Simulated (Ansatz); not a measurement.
**SnF4: small, medium and large basis sets**

An exercise on one series of results from a longer session: the logs are not shown, and one member is left open.

The runs use Ansatz 0.2.0, Gaussian basis; one geometry, several basis sets.

Levels to be run: PBE0-D4/def2-SVP; ωB97M-V/def2-SVP; PBE0-D4/def2-QZVPP; ωB97M-V/def2-QZVPP; the functionals' def2-TZVPP values are taken from earlier runs.

## The relaxed structure

The geometry comes from an earlier relaxation with PBE0-D4 in a triple-zeta def2 set; it is a stationary point. Sn takes the def2 core potential; no spin-orbit term is included.

SMILES `[F][Sn]([F])([F])[F]`, 5 atoms, charge 0, spin multiplicity 1.

Atoms are counted from 1 here; the program's logs count them from 0.

Bond lengths: F1–Sn2 1.876 Å, Sn2–F3 1.876 Å, Sn2–F4 1.876 Å, Sn2–F5 1.876 Å. Angles: F1–Sn2–F3 109.5°, F1–Sn2–F4 109.5°, F1–Sn2–F5 109.5°, F3–Sn2–F4 109.5°, F3–Sn2–F5 109.5°, F4–Sn2–F5 109.5°.

Coordinates:

```
atom    x (Å)    y (Å)    z (Å)
  F1   0.1303  -0.8714   1.6567
 Sn2   0.0099  -0.0147  -0.0083
  F3  -1.2854   1.3400   0.0781
  F4  -0.4776  -1.2638  -1.3208
  F5   1.6725   0.7362  -0.4472
```

The first run:

Input file in.yaml:

```yaml
crystal:
  periodic: [false, false, false]
  atoms:
    - {symbol: F, position_ang: [0.130314, -0.871360, 1.656730]}
    - {symbol: Sn, position_ang: [0.009944, -0.014734, -0.008275]}
    - {symbol: F, position_ang: [-1.285359, 1.339982, 0.078129]}
    - {symbol: F, position_ang: [-0.477577, -1.263783, -1.320808]}
    - {symbol: F, position_ang: [1.672478, 0.736195, -0.447176]}
basis:
  gaussian: {orbitals: def2-SVP}
hamiltonian: {xc: pbe0, dispersion: d4}
output: {orbitals: {seedname: orbitals}}
```

Among the steps run: PBE0-D4 in def2-SVP; ωB97M-V in def2-SVP; PBE0-D4 in def2-QZVPP; ωB97M-V in def2-QZVPP.

One of the session's tables, all rows but one given; the rest of the session is left out.

It belongs to the step «Density functionals: the series». 

| functional | basis | HOMO (eV) | LUMO (eV) |
| --- | --- | --- | --- |
| PBE0-D4 | def2-SVP | ? | ? |
| PBE0-D4 | def2-TZVPP | -12.43 | -3.61 |
| PBE0-D4 | def2-QZVPP | -12.45 | -3.63 |
| ωB97M-V | def2-SVP | -14.59 | -1.19 |
| ωB97M-V | def2-TZVPP | -14.97 | -1.41 |
| ωB97M-V | def2-QZVPP | -15.00 | -1.50 |

**Question.** Estimate the row for PBE0-D4, def2-SVP.

**Answer.** HOMO (eV): -12.10; LUMO (eV): -3.44. In the column «HOMO (eV)» it is the highest.
